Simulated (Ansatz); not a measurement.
# C2H5NaSi: the cost of one run

Program: Ansatz 0.2.0. Level of theory: RKS PBE-D4/def2-SVP. These are calculated values, not measurements.

## (1) The starting structure

Bond lengths: C1–Si2 1.761 Å, Si2–C3 1.916 Å, Si2–Na4 2.712 Å, C1–H5 1.080 Å, C1–H6 1.080 Å, C3–H7 1.087 Å, C3–H8 1.090 Å, C3–H9 1.087 Å. Angles: C1–Si2–C3 111.5°, C1–Si2–Na4 126.8°, C3–Si2–Na4 121.8°, Si2–C1–H5 121.9°, Si2–C1–H6 123.7°, H5–C1–H6 114.3°, Si2–C3–H7 110.8°, Si2–C3–H8 112.3°, Si2–C3–H9 110.8°, H7–C3–H8 107.6°, H7–C3–H9 107.5°, H8–C3–H9 107.6°.

Structure file:

```xyz
9

C    -0.7097    1.5411   -0.2757
Si   -0.2471   -0.1185   -0.6398
C     0.7168   -0.9123    0.8134
Na   -0.7709   -1.4857   -2.9222
H    -1.2609    2.1476   -0.9790
H    -0.4740    2.0397    0.6534
H     0.1118   -0.9263    1.7164
H     1.0149   -1.9388    0.6002
H     1.6190   -0.3468    1.0334
```

## (2) Relaxing end A

Contents of input.yaml:

```yaml
crystal:
  periodic: [false, false, false]
  atoms:
    - { symbol: C, position_ang: [-0.70965, 1.5411, -0.27565] }
    - { symbol: Si, position_ang: [-0.24707, -0.11848, -0.63984] }
    - { symbol: C, position_ang: [0.71684, -0.91229, 0.81337] }
    - { symbol: Na, position_ang: [-0.77091, -1.48571, -2.92221] }
    - { symbol: H, position_ang: [-1.26085, 2.14758, -0.97901] }
    - { symbol: H, position_ang: [-0.474, 2.03966, 0.65338] }
    - { symbol: H, position_ang: [0.11175, -0.92633, 1.7164] }
    - { symbol: H, position_ang: [1.0149, -1.93876, 0.60018] }
    - { symbol: H, position_ang: [1.61897, -0.34677, 1.03338] }
basis:
  gaussian: { orbitals: def2-SVP }
hamiltonian:
  xc: pbe
  dispersion: d4
relax:
  f_tol: 0.02
  max_steps: 50
output:
  orbitals: {}
```

Command:

```bash
$ ansatz run input.yaml --threads 2 --pin off --max-ram 3072MiB --backend cpu --events-out ev --progress --plain --runs-dir out
```

What time and memory should one allow on 2 threads of Arm Neoverse V2, shared host?

About 11 s, with a peak of 0.13 GiB.
